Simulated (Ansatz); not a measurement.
# Zn5BiO: the cost of one run

Method: DFT PBE, scalar-relativistic, plane waves, PAW, unless a step names another level, in Ansatz 0.2.0.

15 further runs of the same task are left out: 2 that didn't finish, 13 set aside as unsound or not needed.

### 1 Plan

Pauling electronegativities: Zn 1.65, Bi 2.02, O 3.44 (spread 1.79). No set of common oxidation states balances it. Tabulated atomic sizes suggest about 15 Å³/atom. 33 candidates were drawn, by swapping species into database cells of other compounds, at random by space group and Wyckoff sites, or by hand, as the table says:

```
name                                                            made from  space group no.                       Wyckoff sites  atoms (primitive cell)  V (Å³/atom)
 c01                                                               random               47              Zn 4y, 1b; Bi 1a; O 1g                       7         18.4
 c02                                                               random               71              Zn 8l, 2a; Bi 2b; O 2d                       7         16.2
 c03  built by hand: Zn/Bi close-packed slab with wurtzite-like ZnO layer              156  Zn 1c, 1b, 1a, 1b, 1c; Bi 1a; O 1b                       7         15.5
 c04                                                               random              191              Zn 2c, 3f; Bi 1b; O 1a                       7         19.8
 c05                                                               random              191              Zn 3f, 2d; Bi 1b; O 1a                       7         17.6
 c06                                       built by hand: O-stuffed AuBe5              216             Zn 16e, 4d; Bi 4a; O 4b                       7         15.4
 c07                                                               random              187          Zn 1b, 2i, 2h; Bi 1a; O 1e                       7         17.2
 c08                                                               random              123              Zn 4m, 1d; Bi 1a; O 1b                       7         16.1
 c09                                                               random              123              Zn 4i, 1b; Bi 1d; O 1a                       7         19.2
 c10                                                               random               75              Zn 4d, 1a; Bi 1b; O 1a                       7         16.7
 c11                                                               random              123              Zn 4o, 1b; Bi 1a; O 1c                       7         18.5
 c12                                                               random               38          Zn 4c, 4e, 2a; Bi 2b; O 2a                       7         16.8
 c13                                                               random              187          Zn 3j, 1b, 1c; Bi 1f; O 1a                       7         19.1
 c14                                             database cell of YbGa5Co              123              Zn 1c, 4i; Bi 1a; O 1b                       7         15.5
 c15                                                               random              123              Zn 4l, 1d; Bi 1a; O 1c                       7         19.3
 c16                                                               random               22             Zn 16k, 4a; Bi 4d; O 4c                       7         15.9
 c17                                                               random              216             Zn 16e, 4b; Bi 4d; O 4a                       7         19.8
 c18                                             database cell of CeIn5Rh              123              Zn 1c, 4i; Bi 1b; O 1a                       7         15.7
 c19                                              database cell of HgPPt5              123              Zn 4i, 1a; Bi 1c; O 1b                       7         14.2
 c20                                                               random              166              Zn 9d, 6c; Bi 3b; O 3a                       7         19.9
 c21                                             database cell of SrInAu5              119              Zn 8g, 2d; Bi 2c; O 2a                       7         15.1
 c22                                                               random              189              Zn 3f, 2d; Bi 1a; O 1b                       7         17.4
 c23                                                               random               47              Zn 4w, 1g; Bi 1c; O 1b                       7         18.4
 c24                                                               random              166              Zn 9e, 6c; Bi 3a; O 3b                       7         15.9
 c25                                     built by hand: HoCoGa5 (Pd5TlAs)              123              Zn 4i, 1c; Bi 1a; O 1b                       7         15.4
 c26             built by hand: Layer-ordered fcc Zn5Bi with octahedral O              156  Zn 1b, 1c, 1a, 1c, 1a; Bi 1b; O 1a                       7         15.4
 c27                                              database cell of ZnPPd5              123              Zn 4i, 1a; Bi 1b; O 1c                       7         15.4
 c28                                                               random               12          Zn 4e, 4i, 2d; Bi 2b; O 2c                       7         17.9
 c29                                                               random              123              Zn 4n, 1a; Bi 1d; O 1b                       7         17.3
 c30                                                               random              156          Zn 1b, 3d, 1c; Bi 1a; O 1b                       7         19.6
 c31                                                               random              191              Zn 3f, 2e; Bi 1b; O 1a                       7         19.8
 c32                                                               random               65              Zn 8n, 2c; Bi 2b; O 2d                       7         19.7
 c33                                                               random              216             Zn 4c, 16e; Bi 4a; O 4d                       7         18.9
```

### 2 Screening run of c03

input.yaml

```yaml
crystal:
  lattice:
    - [3.1, 0.0, 0.0]
    - [-1.55, 2.68467875, 0.0]
    - [0.0, 0.0, 13.0]
  atoms:
    - { symbol: Zn, position: [0.33333333, 0.66666667, 0.94] }
    - { symbol: Zn, position: [0.0, 0.0, 0.152] }
    - { symbol: Zn, position: [0.66666667, 0.33333333, 0.795] }
    - { symbol: Zn, position: [0.0, 0.0, 0.645] }
    - { symbol: Zn, position: [0.33333333, 0.66666667, 0.305] }
    - { symbol: Bi, position: [0.66666667, 0.33333333, 0.475] }
    - { symbol: O, position: [0.0, 0.0, 0.0] }
basis:
  ecutwfc: 420
kpoints:
  mp_grid: { grid: [6, 6, 2] }
hamiltonian:
  xc: pbe
scf:
  occupations: { method: gaussian, width: 0.2 }
  lower_state_search: "off"
output:
  forces: true
  stress: true
  eigenvalues: true
relax:
  adjacent_minimum: "off"
  f_tol: 0.08
  max_steps: 16
  cell: { stress_tol: 0.8 }
```

Launch:

```bash
> ansatz run input.yaml --threads 1 --pin off --max-ram 2560MiB --backend cpu --events-out ev --progress --plain --runs-dir out
```

**Question.** How long does this run take on 1 thread of Intel Xeon 6975P-C (Granite Rapids), shared host, and how much memory does it need?

About 31 s, with a peak of 0.46 GiB.
